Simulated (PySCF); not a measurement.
# C3H9N3Si2: circular dichroism and optical rotation, excited states

Aim: compute the circular dichroism and optical rotation, excited states of C3H9N3Si2 (`N#C[C@@H]1C[Si@@H](N)N[SiH2]1`).

Computed with PySCF 2.14.0 and routines of our own; the level stands in each step. Atoms count from 0.

### 1 The system as given

17 atoms, charge 0, multiplicity 1; geometry from: GFN2-xTB.

### 2 Circular dichroism and optical rotation: TDDFT CAM-B3LYP/def2-SVPD

What the job is given:

```
{"job": {"kind": "ecd", "xc": "CAM-B3LYP", "basis": "def2-SVPD", "nstates": 8}, "charge": 0, "multiplicity": 1}
N     -3.279530    -1.694038     0.924345
C     -2.289979    -1.320880     0.481265
C     -1.070289    -0.810868    -0.047761
C     -0.000058    -0.677580     1.048455
Si     1.317539     0.542031     0.434820
N      2.497775    -0.310286    -0.489951
N      0.297466     1.444746    -0.646670
Si    -1.318491     0.896409    -0.892933
H     -0.714043    -1.510400    -0.810241
H     -0.466079    -0.284228     1.952891
H      0.398692    -1.659378     1.305585
H      1.824310     1.441897     1.479051
H      3.046916    -1.024045    -0.039191
H      3.075480     0.209539    -1.131044
H      0.616994     2.297589    -1.067997
H     -1.639125     0.744752    -2.313423
H     -2.304576     1.726768    -0.197110
```

Method: TDDFT CAM-B3LYP/def2-SVPD circular dichroism and optical rotation, one conformer, gas phase.

Launch:

```console
$ OMP_NUM_THREADS=1 python excited_run.py task.json out
```

One launch serves the whole session: the jobs run in the order shown.

Standard output:

```text
coarse grid: 15272 points
cycle   1  E = -862.3113632690  dE =  1.132e+00  |g| = 7.139e-01  |ddm| = 6.038e+00
cycle   2  E = -862.2160576358  dE =  9.531e-02  |g| = 1.011e+00  |ddm| = 2.608e+00
cycle   3  E = -862.4297552641  dE = -2.137e-01  |g| = 1.475e-01  |ddm| = 1.436e+00
cycle   4  E = -862.4336479412  dE = -3.893e-03  |g| = 6.977e-02  |ddm| = 2.462e-01
cycle   5  E = -862.4346927332  dE = -1.045e-03  |g| = 1.181e-02  |ddm| = 1.294e-01
cycle   6  E = -862.4347274282  dE = -3.469e-05  |g| = 3.487e-03  |ddm| = 2.783e-02
cycle   7  E = -862.4347303198  dE = -2.892e-06  |g| = 1.064e-03  |ddm| = 7.393e-03
final grid: 138800 points
cycle   8  E = -862.5496396562  dE = -2.492e-05  |g| = 4.076e-03  |ddm| = 7.165e-02
cycle   9  E = -862.5496388044  dE =  8.519e-07  |g| = 4.660e-03  |ddm| = 1.579e-02
cycle  10  E = -862.5496435800  dE = -4.776e-06  |g| = 4.621e-04  |ddm| = 8.610e-03
cycle  11  E = -862.5496436064  dE = -2.631e-08  |g| = 3.419e-04  |ddm| = 8.924e-04
cycle  12  E = -862.5496436297  dE = -2.338e-08  |g| = 6.585e-05  |ddm| = 5.344e-04
cycle  13  E = -862.5496436308  dE = -1.080e-09  |g| = 1.609e-05  |ddm| = 1.524e-04
cycle  14  E = -862.5496436309  dE = -7.458e-11  |g| = 4.197e-06  |ddm| = 4.494e-05
converged SCF energy = -862.5496436309

Singlet excitations and rotatory strengths (1e-40 esu^2 cm^2)
state   eV       nm     f(len)   f(vel)    R(len)    R(vel)   main configurations
  1   6.4634   191.8  0.01005  0.00974   -13.123   -14.442   H->L 0.67, H->L+1 0.15
  2   6.6634   186.1  0.03285  0.03541    22.827    24.245   H-1->L 0.57, H->L+1 0.12
  3   7.0988   174.7  0.00686  0.00749    -8.756    -9.257   H->L+1 0.25, H-1->L+1 0.23, H-1->L+3 0.21
  4   7.1616   173.1  0.00218  0.00238    -7.252    -8.668   H->L+2 0.26, H-1->L+1 0.23, H->L+1 0.15
  5   7.3084   169.6  0.00612  0.00672     8.659     8.797   H-2->L+3 0.21, H-2->L 0.15, H-2->L+8 0.13
  6   7.5401   164.4  0.01120  0.01228    -6.544    -5.549   H->L+3 0.61, H-1->L+3 0.14
  7   7.7021   161.0  0.03297  0.03336    45.611    48.363   H->L+2 0.41, H->L+1 0.13, H-1->L+1 0.10
  8   7.7657   159.7  0.00846  0.00908     0.974     0.907   H-2->L+1 0.34, H-2->L+2 0.10, H-1->L+3 0.10

Specific rotation (deg / (dm g/mL))
    nm     length   length(OI)   velocity    alpha(len)  alpha(vel)
  633.0      34.51      34.80      33.03      101.495    101.915
  589.3      40.42      40.77      38.68      101.878    102.303
  546.0      47.99      48.41      45.89      102.358    102.789
  436.0      81.42      82.17      77.66      104.354    104.810
  405.0      97.80      98.72      93.17      105.266    105.734
  365.0     128.14     129.39     121.81      106.859    107.347
  355.0     138.12     139.48     131.21      107.358    107.852
```

It took 2.2 min on 1 thread of Arm Neoverse V2, shared host; peak memory 1.2 GiB.

### 3 Excited states: TDA CAM-B3LYP/def2-SVPD

Settings changed since step 2:

```diff
@@ -1,2 +1,2 @@
-{"job": {"kind": "ecd", "xc": "CAM-B3LYP", "basis": "def2-SVPD", "nstates": 8}, "charge": 0, "multiplicity": 1}
+{"job": {"kind": "states", "xc": "CAM-B3LYP", "basis": "def2-SVPD", "tda": true, "soc": true, "nstates": 5, "ntriplets": 5, "nquad": 4}, "charge": 0, "multiplicity": 1}
 N     -3.279530    -1.694038     0.924345
```

Method: TDA CAM-B3LYP/def2-SVPD excited states, vertical, gas phase, spin-orbit mean-field couplings.

Standard output:

```text
coarse grid: 15272 points
cycle   1  E = -862.3113632690  dE =  1.132e+00  |g| = 7.139e-01  |ddm| = 6.038e+00
cycle   2  E = -862.2160576358  dE =  9.531e-02  |g| = 1.011e+00  |ddm| = 2.608e+00
cycle   3  E = -862.4297552641  dE = -2.137e-01  |g| = 1.475e-01  |ddm| = 1.436e+00
cycle   4  E = -862.4336479412  dE = -3.893e-03  |g| = 6.977e-02  |ddm| = 2.462e-01
cycle   5  E = -862.4346927332  dE = -1.045e-03  |g| = 1.181e-02  |ddm| = 1.294e-01
cycle   6  E = -862.4347274282  dE = -3.469e-05  |g| = 3.487e-03  |ddm| = 2.783e-02
cycle   7  E = -862.4347303198  dE = -2.892e-06  |g| = 1.064e-03  |ddm| = 7.393e-03
final grid: 138800 points
cycle   8  E = -862.5496396562  dE = -2.492e-05  |g| = 4.076e-03  |ddm| = 7.165e-02
cycle   9  E = -862.5496388044  dE =  8.519e-07  |g| = 4.660e-03  |ddm| = 1.579e-02
cycle  10  E = -862.5496435800  dE = -4.776e-06  |g| = 4.621e-04  |ddm| = 8.610e-03
cycle  11  E = -862.5496436064  dE = -2.631e-08  |g| = 3.419e-04  |ddm| = 8.924e-04
cycle  12  E = -862.5496436297  dE = -2.338e-08  |g| = 6.585e-05  |ddm| = 5.344e-04
cycle  13  E = -862.5496436308  dE = -1.080e-09  |g| = 1.609e-05  |ddm| = 1.524e-04
cycle  14  E = -862.5496436309  dE = -7.458e-11  |g| = 4.197e-06  |ddm| = 4.494e-05
converged SCF energy = -862.5496436309

Singlet excitations
state   eV       nm        f     d(h-e)  d(exc)  Lambda  PR(NTO)  |dmu|/D   mu/D   main configurations
  1   6.4803   191.3   0.01103   0.664   3.050   0.396   1.110    3.403    5.146   H->L 0.67, H->L+1 0.15
  2   6.6843   185.5   0.03617   0.580   3.012   0.386   1.162    3.438    2.899   H-1->L 0.57, H->L+1 0.12
  3   7.1071   174.5   0.00758   0.959   3.241   0.385   1.366    3.075    7.756   H->L+1 0.27, H-1->L+1 0.22, H-1->L+3 0.21
  4   7.1707   172.9   0.00233   0.665   3.282   0.389   1.460    1.852    7.796   H->L+2 0.26, H-1->L+1 0.25, H->L+1 0.14
  5   7.3304   169.1   0.00678   0.250   2.771   0.411   1.306                     H-2->L+3 0.20, H-2->L 0.15, H-2->L+8 0.13

Triplet excitations (Tamm-Dancoff)
state   eV     d(h-e)  d(exc)  Lambda  PR(NTO)   main configurations
  1   6.1557   0.604   2.925   0.395   1.085   H->L 0.59, H->L+1 0.18, H-1->L+1 0.08
  2   6.2868   0.598   2.813   0.388   1.123   H-1->L 0.45, H-1->L+2 0.11, H->L+1 0.09
  3   6.4021   0.259   2.113   0.490   2.060   H-2->L+7 0.18, H-3->L+8 0.09
  4   6.7952   0.231   2.380   0.437   1.464   H-2->L+3 0.17, H-2->L+8 0.15, H-2->L+4 0.08
  5   6.8774   0.504   2.765   0.426   2.239   H-1->L+3 0.19, H-1->L+1 0.18, H-2->L+7 0.09
S1 - T1 = 0.3246 eV

Spin-orbit couplings |<S|Hso|T>| (cm-1)
             T1       T2       T3       T4       T5
S0       12.648   10.418    3.779    6.762   17.071
S1        0.537    2.498    0.728    2.406    3.004
S2        2.180    1.437    0.700    0.648    4.676
S3        5.575    6.199    1.219    2.745    0.967
S4        7.917    4.232    1.032    0.885    2.979
S5        2.889    0.721    1.790    1.046   14.110
T1 sublevels (cm-1): 0.000 0.011 0.013   radiative rates (1/s): 19.7 4.34 13.1
```

It took 66 s on 1 thread of Arm Neoverse V2, shared host; peak memory 1.1 GiB.

In short:

| quantity | value |
| --- | --- |
| S1 less T1 | 0.32 eV |

### 4 Summary of results

| quantity | value |
| --- | --- |
| state of largest rotatory strength (velocity form) among 8 (step 2, TDDFT CAM-B3LYP/def2-SVPD) | 7.70 eV, R = +48.4 (velocity), +45.6 (length) ·10⁻⁴⁰ esu² cm² |
| specific rotation at 633.0 nm (step 2, TDDFT CAM-B3LYP/def2-SVPD) | 33.0 (velocity), 34.5 (length) |
| S1 less T1 (step 3, TDA CAM-B3LYP/def2-SVPD) | 0.32 eV |

Rotations belong to one conformer. In step 3, the number of triplets below S1 is 3, and the largest singlet-triplet spin-orbit coupling is S0–T5, 17.07 cm⁻¹.
